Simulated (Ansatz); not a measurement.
**Zr2AlN3: a closer look at a trial structure**

This session takes a relaxed cell of Zr2AlN3 and sets out to see whether it has a gap, which orbitals make up the states near it and how charge is shared.

Method: DFT PBE, scalar-relativistic, plane waves, PAW, in Ansatz 0.2.0.

## Step 1: Starting point

It takes space group P6_3/mmc (No. 194, hexagonal). Conventional cell: a = 3.094 Å, b = 3.094 Å, c = 16.231 Å, α = 90.00°, β = 90.00°, γ = 120.00°. Zr (site symmetry 3m) has 6 N at 2.25 to 2.30 Å as nearest neighbours. Al (site symmetry -6m2) is surrounded by 6 N at 2.18 Å. N (site symmetry -3m) is surrounded by 6 Zr at 2.25 Å. N (site symmetry 3m) has 3 Al at 2.18 Å and 3 Zr at 2.30 Å as nearest neighbours.

Coordinates:

```
Zr Al N
1.0
     3.09361    0.00000    0.00000
    -1.54681    2.67915    0.00000
     0.00000    0.00000   16.23086
Zr Al N
4 2 6
Direct
  0.33333 0.66667 0.08383
  0.33333 0.66667 0.41617
  0.66667 0.33333 0.58383
  0.66667 0.33333 0.91617
  0.33333 0.66667 0.75000
  0.66667 0.33333 0.25000
  0.00000 0.00000 0.00000
  0.00000 0.00000 0.32649
  0.00000 0.00000 0.67351
  0.00000 0.00000 0.17351
  0.00000 0.00000 0.50000
  0.00000 0.00000 0.82649
```

It is the end of an earlier relaxation with the same method, from a generated guess; it needn't be the stable form of this composition. At a tolerance of 0.05 Å it has space group P6_3/mmc (No. 194); it has 11.21 Å³/atom, an uncorrected energy of -1.24 eV/atom over the elements.

## Step 2: Static run: bands, density of states and charges

Contents of input.yaml:

```yaml
crystal:
  lattice:
    - [3.0936120111, 0.0, 0.0]
    - [-1.5468060056, 2.6791465911, 0.0]
    - [0.0, 0.0, 16.2308615575]
  atoms:
    - { symbol: Zr, position: [0.3333333333, 0.6666666667, 0.0838256274] }
    - { symbol: Zr, position: [0.3333333333, 0.6666666667, 0.4161743726] }
    - { symbol: Zr, position: [0.6666666667, 0.3333333333, 0.5838256274] }
    - { symbol: Zr, position: [0.6666666667, 0.3333333333, 0.9161743726] }
    - { symbol: Al, position: [0.3333333333, 0.6666666667, 0.75] }
    - { symbol: Al, position: [0.6666666667, 0.3333333333, 0.25] }
    - { symbol: "N", position: [0.0, 0.0, 0.0] }
    - { symbol: "N", position: [0.0, 0.0, 0.3264919395] }
    - { symbol: "N", position: [0.0, 0.0, 0.6735080605] }
    - { symbol: "N", position: [0.0, 0.0, 0.1735080605] }
    - { symbol: "N", position: [0.0, 0.0, 0.5] }
    - { symbol: "N", position: [0.0, 0.0, 0.8264919395] }
basis:
  ecutwfc: 420
kpoints:
  mp_grid: { grid: [12, 12, 4] }
  band_path:
    path:
      - [[0.0, 0.0, 0.0], [0.5, 0.0, 0.0], [0.33333333, 0.33333333, 0.0], [0.0, 0.0, 0.0], [0.0, 0.0, 0.5], [0.5, 0.0, 0.5], [0.33333333, 0.33333333, 0.5], [0.0, 0.0, 0.5]]
      - [[0.5, 0.0, 0.5], [0.5, 0.0, 0.0]]
      - [[0.33333333, 0.33333333, 0.5], [0.33333333, 0.33333333, 0.0]]
    npoints: 10
hamiltonian:
  xc: pbe
scf:
  occupations: { method: gaussian, width: 0.1 }
  n_extra_bands: 30
output:
  forces: true
  stress: true
  eigenvalues: true
  populations: true
  dos: { projected: true, de: 0.02, nscf_kmesh: { grid: [15, 15, 5] } }
  bader: false
  write_density: true
  write_potential: true
  elf: true
  volumetric_format: npy
```

Command:

```
$ ansatz run input.yaml --threads 1 --pin off --max-ram 2560MiB --backend cpu --events-out ev --progress --plain --runs-dir out
```

Standard output:

```text
Warning: RAYON_NUM_THREADS=1 ignored (pool sized by the plan → 1); use --threads N
scf.n_extra_bands = 30 over 42 filled bands (N_el = 84.0): the run solves 72 bands
Engine: ansatz 0.2.0, x86_64-unknown-linux-gnu
Pseudopotentials: kind: paw
Pseudopotential: Zr, paw, valence charge 12, recommended cutoff 420 eV (normal), Zr.paw.azcp
Pseudopotential: Al, paw, valence charge 3, recommended cutoff 420 eV (normal), Al.paw.azcp
Pseudopotential: N, paw, valence charge 5, recommended cutoff 420 eV (normal), N.paw.azcp
Functional definition: PBE
  parameter kappa = 0.804
  parameter beta = 0.06672455060314922
  exchange = pbe_x(kappa = kappa, mu = beta*pi^2/3)
  correlation = pbe_c(beta = beta)
Crystal: 12 atoms, lattice volume = 134.525 Å³
Basis set: ecut = 420 eV, 2647 PW (Γ), exchange–correlation on 48×48×240 points (8 copies of the dense FFT grid, shifted against one another)
Bands: 72, of which v1, the nominal top of the filled ones, is band 42 counted from 1 (41 counted from 0)
Symmetry: 24 space group operations
Space group: P63/mmc (ITA 194), of the structure as read, at distance tolerance 5.1e-5 Å
k-points: 57 of 576
Non-local potential: Zr, projectors of the file, l = 0: 3, l = 1: 2, l = 2: 2, l = 3: 2
Non-local potential: Al, projectors of the file, l = 0: 2, l = 1: 2, l = 2: 1
Non-local potential: N, projectors of the file, l = 0: 2, l = 1: 2, l = 2: 1
PAW form: soft (Blöchl's): semilocal exchange-correlation on the pseudo side does not see the compensation charge
PAW one-centre angular grid: Zr, 590 points (default); XC on 64 Gauss nodes
PAW one-centre angular grid: Al, 110 points (default); XC on 64 Gauss nodes
PAW one-centre angular grid: N, 110 points (default); XC on 64 Gauss nodes
Initial density: superposition of atomic densities (neutral atoms: chi_scale 0, normalization atom), corrected by the library's trained network
Initial wavefunctions: pseudopotential atomic-orbital guess
Functional: x = pbe(κ = 0.804, μ = 0.2195149727645171), c = pbe(β = 0.06672455060314922)
SCF iter   1: F=—  HF=-20129.260125 eV  |F-HF|=—  |Δ(HF+E_count)|=         —  Δρ=6.67e-3  dr2=4.80e-2  ethr=1.77e-3  ⟨swp⟩=5.0  Hψ=16239  notcnv=0  defer=424
preconditioner: auto → Kerker (q_TF=auto, 2.522 Å⁻¹)  [metal: Δε(μ)=0.018 eV  Ē_g=12.296 eV  σ=0.100 eV  W_gap=0.10  n_scr=42 (ndim 8)  ℏωp=23.1 eV  f_vac=0.000  D(μ)=2.52/eV (n_scr^D=8)]
SCF iter   2: F=—  HF=-20129.254940 eV  |F-HF|=—  |Δ(HF+E_count)|=   5.18e-3  Δρ=3.70e-3  dr2=1.59e-2  ethr=5.71e-5  ⟨swp⟩=1.0  Hψ=4731  notcnv=0  defer=553
SCF iter   3: F=—  HF=-20129.254180 eV  |F-HF|=—  |Δ(HF+E_count)|=   7.60e-4  Δρ=5.87e-4  dr2=8.00e-4  ethr=1.89e-5  ⟨swp⟩=2.0  Hψ=4046  notcnv=0  defer=553
SCF iter   4: F=—  HF=-20129.254137 eV  |F-HF|=—  |Δ(HF+E_count)|=   4.30e-5  Δρ=1.39e-4  dr2=1.60e-4  ethr=9.53e-7  ⟨swp⟩=2.1  Hψ=4305  notcnv=0  defer=553
SCF iter   5: F=—  HF=-20129.254112 eV  |F-HF|=—  |Δ(HF+E_count)|=   2.43e-5  Δρ=5.46e-5  dr2=3.55e-5  ethr=1.91e-7  ⟨swp⟩=1.5  Hψ=3012  notcnv=0  defer=553
SCF iter   6: F=—  HF=-20129.254171 eV  |F-HF|=—  |Δ(HF+E_count)|=   5.83e-5  Δρ=2.11e-5  dr2=1.67e-6  ethr=4.23e-8  ⟨swp⟩=2.0  Hψ=3500  notcnv=0  defer=553
SCF iter   7: F=-20129.254170 eV  HF=-20129.254170 eV  |F-HF|=4.77e-9  |Δ(HF+E_count)|=   1.57e-7  Δρ=4.37e-6  dr2=2.78e-8  ethr=1.19e-10  ⟨swp⟩=12.6  Hψ=29118  notcnv=0
SCF 1 converged in 7 iterations: F = -20129.254170 eV  dr2 = 2.78e-8
NSCF: frozen V_eff on 93 k-points
NSCF: frozen V_eff on 81 k-points
SCF converged after 7 iterations
Free energy (F): -20129.254170 eV
Harris-Foulkes:  -20129.254170 eV  (|F-HF|=4.77e-9)
Internal energy: -20129.241505 eV  (E = F + TS)
E sigma→0 (E₀):  -20129.247838 eV
Entropy (-TS):   -0.012665 eV (-1.055 meV/atom)
Fermi energy:    15.715190 eV
--- Per-component energies (eV) ---
  E_band       = -89.511540
  E_kinetic    = 2187.572420
  E_local      = -3979.489786  (includes V_loc(G=0)·N_el)
  E_nonlocal   = 600.697365
  E_hartree    = 1419.119365
  E_xc         = -1100.422251
  E_vxc        = -1298.957616  (∫ρ·V_xc dr)
  E_paw        = -13509.709234  (= ΣΔE_a)
  E_vpaw       = -437.570903  (= ΣTr[D̂ρ^β])
  E_aug_tail   = 0.000634  (compensation charges beyond the density's cutoff)
  E_ewald      = -5747.010018
  E_smearing   = -0.012665  (= −TS)
  E_closure    = 0.000000  (closes the sum)
  Σ components = -20129.254170   (vs F -20129.254170, Δ=0.00e0)
--- Forces (eV/Å), atoms counted from 1 ---
  atom   1  Zr     0.00000000    -0.00000000     0.00626984
  atom   2  Zr     0.00000000    -0.00000000    -0.00626984
  atom   3  Zr    -0.00000000     0.00000000     0.00626984
  atom   4  Zr    -0.00000000     0.00000000    -0.00626984
  atom   5  Al     0.00000000    -0.00000000     0.00000000
  atom   6  Al    -0.00000000     0.00000000    -0.00000000
  atom   7  N     -0.00000000    -0.00000000    -0.00000000
  atom   8  N      0.00000000    -0.00000000     0.00190828
  atom   9  N     -0.00000000     0.00000000    -0.00190828
  atom  10  N      0.00000000    -0.00000000    -0.00190828
  atom  11  N      0.00000000    -0.00000000     0.00000000
  atom  12  N     -0.00000000     0.00000000     0.00190828
  max |Σ_I F_I| component: 1.02e-16 eV/Å
--- Stress (GPa, compression-positive) ---
       -0.019062      -0.000000      -0.000000
       -0.000000      -0.019062      -0.000000
       -0.000000      -0.000000      -0.043095
  P = ⅓ Tr σ = -0.0271 GPa (-0.271 kbar)
--- Band table (eV; the first three rows and the last of 57) ---
  k-point 0: bands = ["-33.5676", "-33.5676", "-33.4961", "-33.4960", "-12.2308", "-12.2251", "-11.5817", "-11.5742", "-11.1013", "-11.1013", "-11.1013", "-11.1013", "-11.0671", "-11.0671", "-11.0671", "-11.0671", "-1.2161", "-0.9062", "-0.2526", "0.7332", "0.8265", "1.5950", "7.6836", "8.8060", "9.0359", "11.3197", "11.3197", "11.3210", "11.3433", "11.3433", "11.8738", "12.2738", "12.2738", "12.5320", "12.5320", "12.7979", "12.7979", "13.1079", "13.1079", "14.1752", "15.1672", "16.5594", "16.9805", "16.9805", "17.0304", "17.1540", "17.2205", "17.2205", "17.4731", "17.4759", "18.1666", "18.1666", "18.2969", "18.3893", "18.3893", "19.0404", "19.0404", "19.4307", "19.4307", "19.6442", "19.9293", "20.5254", "20.5254", "20.7669", "20.7669", "21.9504", "22.8216", "24.3701", "24.6120", "24.6120", "25.2031", "25.2031"]
  k-point 1: bands = ["-33.5676", "-33.5676", "-33.4961", "-33.4961", "-12.2300", "-12.2259", "-11.5806", "-11.5753", "-11.1013", "-11.1013", "-11.1013", "-11.1013", "-11.0671", "-11.0671", "-11.0671", "-11.0671", "-1.1845", "-0.9756", "-0.1346", "0.4453", "1.0959", "1.5323", "7.7713", "8.4086", "9.5151", "10.8198", "11.3233", "11.3233", "11.3397", "11.3397", "12.2997", "12.2997", "12.3929", "12.4699", "12.4699", "12.8678", "12.8678", "13.0744", "13.0744", "13.7888", "15.4940", "16.3859", "17.0148", "17.0148", "17.0716", "17.1845", "17.1845", "17.2245", "17.3867", "17.4509", "18.1891", "18.1891", "18.3402", "18.3402", "18.4496", "19.1152", "19.1152", "19.2444", "19.3848", "19.3848", "20.3795", "20.5592", "20.5592", "20.7297", "20.7297", "21.5773", "23.1921", "24.1989", "24.6926", "24.6926", "25.1084", "25.1084"]
  k-point 2: bands = ["-33.5676", "-33.5676", "-33.4961", "-33.4961", "-12.2280", "-12.2280", "-11.5779", "-11.5779", "-11.1013", "-11.1013", "-11.1013", "-11.1013", "-11.0671", "-11.0671", "-11.0671", "-11.0671", "-1.0957", "-1.0957", "0.1285", "0.1285", "1.3561", "1.3561", "8.0227", "8.0227", "10.1500", "10.1500", "11.3313", "11.3313", "11.3313", "11.3313", "12.3715", "12.3715", "12.3715", "12.3715", "12.9842", "12.9842", "12.9842", "12.9842", "13.1097", "13.1097", "15.9892", "15.9892", "17.0988", "17.0988", "17.0988", "17.0988", "17.1848", "17.1848", "17.3802", "17.3802", "18.2530", "18.2530", "18.2530", "18.2530", "18.7986", "18.7986", "19.2626", "19.2626", "19.2626", "19.2626", "20.6427", "20.6427", "20.6427", "20.6427", "20.9774", "20.9774", "23.7551", "23.7551", "24.8935", "24.8935", "24.8935", "24.8935"]
  k-point 56: bands = ["-33.3529", "-33.3529", "-33.3529", "-33.3529", "-12.1424", "-12.1424", "-11.9077", "-11.9077", "-11.9076", "-11.9076", "-11.8933", "-11.8933", "-11.4784", "-11.4784", "-11.4774", "-11.4774", "0.4960", "0.4960", "0.9500", "0.9500", "1.7758", "1.7758", "8.2119", "8.2119", "8.9331", "8.9331", "9.5659", "9.5659", "9.9369", "9.9369", "10.0523", "10.0523", "10.9141", "10.9141", "10.9460", "10.9460", "11.6432", "11.6432", "13.2060", "13.2060", "15.8153", "15.8153", "16.0318", "16.0318", "18.6587", "18.6587", "18.7449", "18.7449", "19.1260", "19.1260", "19.8216", "19.8216", "20.0780", "20.0780", "20.6400", "20.6400", "20.9113", "20.9113", "21.7022", "21.7022", "22.3009", "22.3009", "22.4393", "22.4393", "24.7752", "24.7752", "26.3891", "26.3891", "26.5861", "26.5861", "26.8918", "26.8918"]
--- Löwdin populations: 12 sites ---
  site symbol       q [e]
     0     Zr     11.2330
     1     Zr     11.2330
     2     Zr     11.2330
     3     Zr     11.2330
     4     Al      2.0820
     5     Al      2.0820
     6      N      5.6013
     7      N      5.8124
     8      N      5.8124
     9      N      5.8124
    10      N      5.6013
    11      N      5.8124
  spilling = 0.005377 (of n_electrons = 84.000000)
```

Run time: 3.5 min. Hardware: 1 thread of AMD EPYC (Zen 3), shared host; peak memory 0.85 GiB.

By site:

```tsv
atom	Löwdin electrons
Zr1	11.23
Zr2	11.23
Zr3	11.23
Zr4	11.23
Al5	2.08
Al6	2.08
N7	5.60
N8	5.81
N9	5.81
N10	5.81
N11	5.60
N12	5.81
```

The Löwdin counts miss 0.45 of the 84 electrons, which the atomic orbitals do not span, so they are no charges.

bands.tsv at the labelled points (eV, zero at the Fermi level; the bands nearest the Fermi level):

| point | band 39 | band 40 | band 41 | band 42 | band 43 | band 44 | band 45 | band 46 |
| --- | --- | --- | --- | --- | --- | --- | --- | --- |
| Γ | -2.61 | -1.54 | -0.55 | 0.84 | 1.26 | 1.26 | 1.31 | 1.44 |
| M | -2.74 | -1.97 | -1.83 | -0.66 | 0.24 | 0.92 | 1.48 | 2.98 |
| K | -2.77 | -2.28 | 0.10 | 0.10 | 0.32 | 0.32 | 2.83 | 2.83 |
| Γ | -2.61 | -1.54 | -0.55 | 0.84 | 1.26 | 1.26 | 1.31 | 1.44 |
| A | -2.60 | -2.60 | 0.27 | 0.27 | 1.38 | 1.38 | 1.38 | 1.38 |
| L | -2.92 | -2.92 | -1.07 | -1.07 | 0.54 | 0.54 | 2.10 | 2.10 |
| H | -2.51 | -2.51 | 0.10 | 0.10 | 0.32 | 0.32 | 2.94 | 2.94 |
| A | -2.60 | -2.60 | 0.27 | 0.27 | 1.38 | 1.38 | 1.38 | 1.38 |
| L | -2.92 | -2.92 | -1.07 | -1.07 | 0.54 | 0.54 | 2.10 | 2.10 |
| M | -2.74 | -1.97 | -1.83 | -0.66 | 0.24 | 0.92 | 1.48 | 2.98 |
| H | -2.51 | -2.51 | 0.10 | 0.10 | 0.32 | 0.32 | 2.94 | 2.94 |
| K | -2.77 | -2.28 | 0.10 | 0.10 | 0.32 | 0.32 | 2.83 | 2.83 |

Counts of states by energy window (eV from the Fermi level), total and by projection:

| from | to | total | Zr 4d | Al 3p | N 2p |
| --- | --- | --- | --- | --- | --- |
| -8 | -7 | 3.69 | 0.60 | 0.21 | 1.96 |
| -7 | -6 | 4.57 | 1.10 | 0.37 | 2.65 |
| -6 | -5 | 7.70 | 1.71 | 0.45 | 4.85 |
| -5 | -4 | 8.80 | 1.83 | 0.41 | 6.08 |
| -4 | -3 | 6.40 | 1.02 | 0.22 | 4.88 |
| -3 | -2 | 4.10 | 0.84 | 0.02 | 2.98 |
| -2 | -1 | 2.59 | 1.50 | 0.02 | 0.89 |
| -1 | 0 | 1.92 | 1.36 | 0.01 | 0.42 |
| 0 | 1 | 4.04 | 2.89 | 0.08 | 0.73 |
| 1 | 2 | 2.24 | 1.28 | 0.11 | 0.18 |
| 2 | 3 | 4.39 | 2.60 | 0.27 | 0.56 |
| 3 | 4 | 10.01 | 5.98 | 0.67 | 1.58 |
| 4 | 5 | 10.98 | 7.18 | 0.75 | 1.60 |
| 5 | 6 | 7.50 | 4.24 | 0.51 | 1.57 |

Below -8 eV lie 44 or so more states.

Density in a lattice plane of the grid's cell (edges 3.09 and 16.23 Å, at 0.333 of the third edge), which holds Zr and Al.

Values in e/Å³, 12 rows by 6 columns:
```
0.51 0.20 0.57 3.62 3.12 3.52
0.38 0.57 0.36 0.18 0.16 0.19
0.17 0.21 0.17 0.10 0.08 0.10
0.38 0.57 0.36 0.18 0.16 0.19
0.51 0.20 0.57 3.62 3.12 3.52
0.40 0.61 0.39 0.20 0.18 0.21
0.51 0.98 0.57 0.21 0.17 0.21
0.38 0.56 0.36 0.17 0.13 0.18
0.17 0.16 0.17 0.09 0.05 0.09
0.38 0.56 0.36 0.17 0.13 0.18
0.51 0.98 0.57 0.21 0.17 0.21
0.40 0.61 0.39 0.20 0.18 0.21
```
Columns run along the first of these edges and rows up along the second, over one cell in 6 and 12 even steps from the bottom left corner. Atoms in the plane (fractional): Zr at (0.67, 0.58), Zr at (0.67, 0.92), Al at (0.67, 0.25).

ELF in the same plane.

Ten even steps from '0' (0.02) to '9' (0.81):
```
141898
212949
474121
797212
222101
797212
474121
212949
141898
686112
121242
242242
454212
787414
222000
787414
454212
242242
121242
686112
```
Columns run along the first of these edges and rows up along the second, over one cell in 6 and 20 even steps from the bottom left corner. Atoms in the plane (fractional): Zr at (0.67, 0.58), Zr at (0.67, 0.92), Al at (0.67, 0.25).

Both are smooth fields of the valence electrons: close to the nuclei they are not physical.

Maxima of ELF outside the ion cores: 0.85 on the N–Al line, 0.8 Å from N; 0.83 in the shell around N, 0.7 Å from N; 0.47 between the atoms, 1.7 Å from Zr.

## Step 3: The same system, input altered

Edit input.yaml of step 2 so:

```diff
@@ -22,23 +22,14 @@
   mp_grid: { grid: [12, 12, 4] }
-  band_path:
-    path:
-      - [[0.0, 0.0, 0.0], [0.5, 0.0, 0.0], [0.33333333, 0.33333333, 0.0], [0.0, 0.0, 0.0], [0.0, 0.0, 0.5], [0.5, 0.0, 0.5], [0.33333333, 0.33333333, 0.5], [0.0, 0.0, 0.5]]
-      - [[0.5, 0.0, 0.5], [0.5, 0.0, 0.0]]
-      - [[0.33333333, 0.33333333, 0.5], [0.33333333, 0.33333333, 0.0]]
-    npoints: 10
 hamiltonian:
   xc: pbe
+  pseudopotentials: { kind: nc }
 scf:
   occupations: { method: gaussian, width: 0.1 }
-  n_extra_bands: 30
+  max_iter: 80
 output:
   forces: true
+  eigenvalues: true
   stress: true
-  eigenvalues: true
-  populations: true
-  dos: { projected: true, de: 0.02, nscf_kmesh: { grid: [15, 15, 5] } }
-  bader: false
-  write_density: true
-  write_potential: true
-  elf: true
-  volumetric_format: npy
+magnetization:
+  spin_polarized: true
+  spin_orbit: true
```

Command:

```
$ ansatz run input.yaml --threads 1 --pin off --max-ram 2560MiB --backend cpu --events-out ev --progress --plain --runs-dir out
```

Standard output:

```text
Error: 2 input errors — fix all and re-run
  1. inconsistent input (magnetization.spin_orbit, magnetization.noncollinear): true requires noncollinear: true — spin–orbit coupling acts on 2-spinor wavefunctions; set both flags
  2. inconsistent input (magnetization.spin_orbit, hamiltonian.pseudopotentials.kind): true requires a fully-relativistic hamiltonian.pseudopotentials.kind (nc_fr or paw_fr), or kind: all_electron without datasets and azcp, which then solves Dirac's equation on LAPW. paw_fr resolves this project's PAW files (source: ansatz) by j as it reads them
```

It took 0.14 s on 1 thread of AMD EPYC (Zen 3), shared host; peak memory 0.037 GiB.

## Step 4: Why it ended so

The program refused the input before any cycle. It says: «2 input errors — fix all and re-run 1. inconsistent input (magnetization.spin_orbit, magnetization.noncollinear): true requires noncollinear: true — spin–orbit coupling acts on 2-spinor wavefunctions; set both flags»

Look at the input: magnetization.spin_orbit is true. Spin-orbit coupling was asked of a set-up that can't carry it.

Fix: delete magnetization.spin_orbit (the default then holds).

## Step 5: Summary of results

| quantity | value |
| --- | --- |
| gap | none (metal) |
| states at the Fermi level | 1.55 per eV per cell |

In words: It comes out metallic. Of the projected weight within 0.25 eV of the Fermi level, the largest part is Zr 4d (77 %).
